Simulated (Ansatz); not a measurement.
# C₄H₆F₄: taking an electron away

One table from this session's results is given with a row withheld; the runs are named, their logs left out.

The runs use Ansatz 0.2.0, Gaussian basis; unrestricted cation, the program's frozen cores in correlated methods.

Levels to be run: UKS PBE-D4/def2-TZVPP; UKS r2SCAN-D4/def2-TZVPP; UKS PBE0-D4/def2-TZVPP; UKS B3LYP-D4/def2-TZVPP; UKS wB97X-V/def2-TZVPP; UKS wB97M-V/def2-TZVPP; UKS B2PLYP/def2-TZVPP; UHF-CCSD(T)/def2-TZVPP; UHF-MP2/def2-QZVPP; extrapolation to the limit; then −ε(HOMO) from the neutral's earlier runs with LDA (SPW92), PBE-D4, revPBE-D4, BLYP-D4, r2SCAN-D4, B97M-V, PBE0-D4, B3LYP-D4, r2SCANh-D4, r2SCAN0-D4, HSE06-D4, BHLYP-D4, CAM-B3LYP-D4, LC-ωPBE, ωB97X-V, ωB97M-V.

## Structure used throughout

An earlier PBE0-D4 in a triple-zeta def2 set relaxation fixed the geometry.

SMILES `FCCC(F)(F)CF`, 14 atoms, charge 0, spin multiplicity 1.

Atoms are counted from 1 here; the program's logs count them from 0.

Bond lengths: F1–C2 1.384 Å, C2–C3 1.514 Å, C2–H9 1.092 Å, C2–H10 1.091 Å, C3–C4 1.510 Å, C3–H11 1.093 Å, C3–H12 1.093 Å, C4–F5 1.365 Å, C4–F6 1.361 Å, C4–C7 1.517 Å, C7–F8 1.373 Å, C7–H13 1.093 Å, C7–H14 1.093 Å. Angles: F1–C2–C3 108.0°, F1–C2–H9 108.1°, F1–C2–H10 107.8°, C3–C2–H9 111.2°, C3–C2–H10 112.5°, H9–C2–H10 109.1°, C2–C3–C4 115.2°, C2–C3–H11 110.3°, C2–C3–H12 108.5°, C4–C3–H11 108.5°, C4–C3–H12 106.4°, H11–C3–H12 107.7°, C3–C4–F5 108.5°, C3–C4–F6 109.5°, C3–C4–C7 117.7°, F5–C4–F6 106.7°, F5–C4–C7 105.4°, F6–C4–C7 108.6° and more.

The first run:

in.yaml

```yaml
crystal:
  periodic: [false, false, false]
  atoms:
    - {symbol: F, position_ang: [0.270603, 2.627509, -1.168605]}
    - {symbol: C, position_ang: [0.301055, 1.249276, -1.051394]}
    - {symbol: C, position_ang: [0.069804, 0.898443, 0.403169]}
    - {symbol: C, position_ang: [0.287633, -0.553932, 0.755682]}
    - {symbol: F, position_ang: [0.162481, -0.693817, 2.107960]}
    - {symbol: F, position_ang: [1.563256, -0.911410, 0.442275]}
    - {symbol: C, position_ang: [-0.661078, -1.574538, 0.156177]}
    - {symbol: F, position_ang: [-0.587687, -1.553129, -1.214884]}
    - {symbol: H, position_ang: [1.279648, 0.902009, -1.390388]}
    - {symbol: H, position_ang: [-0.469210, 0.841541, -1.707053]}
    - {symbol: H, position_ang: [-0.941605, 1.180447, 0.705146]}
    - {symbol: H, position_ang: [0.770644, 1.472833, 1.014764]}
    - {symbol: H, position_ang: [-0.373389, -2.566293, 0.512927]}
    - {symbol: H, position_ang: [-1.685055, -1.348238, 0.463223]}
basis:
  gaussian: {orbitals: def2-TZVPP}
total_charge: 1
magnetization: {spin_polarized: true, initial_magnetization: 1}
hamiltonian: {xc: pbe, dispersion: d4}
```

On the command line:

```sh
ansatz run in.yaml --threads 2 --pin off --events-out ev --progress --plain --max-ram 32768MiB --backend cuda --devices 0, --max-vram 18GiB
```

Steps of the session up to this table: Cation, UKS PBE-D4/def2-TZVPP; Cation, UKS r2SCAN-D4/def2-TZVPP; Cation, UKS PBE0-D4/def2-TZVPP; Cation, UKS B3LYP-D4/def2-TZVPP; Cation, UKS wB97X-V/def2-TZVPP; Cation, UKS wB97M-V/def2-TZVPP; Cation, UKS B2PLYP (frozen core)/def2-TZVPP; Cation, UHF-CCSD(T)/def2-TZVPP; Cation, UHF-MP2/def2-QZVPP.

One table of the session follows, with a row left open; its other results are not shown here.

Orbital estimates, from the neutral's runs:

```
  functional  −ε(HOMO) (eV)
 LDA (SPW92)           8.00
      PBE-D4           7.87
   revPBE-D4           7.80
     BLYP-D4           7.84
   r2SCAN-D4           8.27
      B97M-V           8.44
     PBE0-D4           9.61
    B3LYP-D4              ?
  r2SCANh-D4           8.91
  r2SCAN0-D4           9.87
    HSE06-D4           9.20
    BHLYP-D4          11.31
CAM-B3LYP-D4          11.14
     LC-ωPBE          12.42
     ωB97X-V          12.11
     ωB97M-V          12.01
```

**Question.** Estimate the row for B3LYP-D4.

Worked estimate for «−ε(HOMO) (eV)». Against the share of exact exchange, BLYP-D4 (0, 7.84), BHLYP-D4 (0.5, 11.31) give a slope of 6.94 per unit share; at 0.2 the line stands at 9.23.

**Answer.** −ε(HOMO) (eV): 9.41. In «−ε(HOMO) (eV)» the line misses by -0.18.
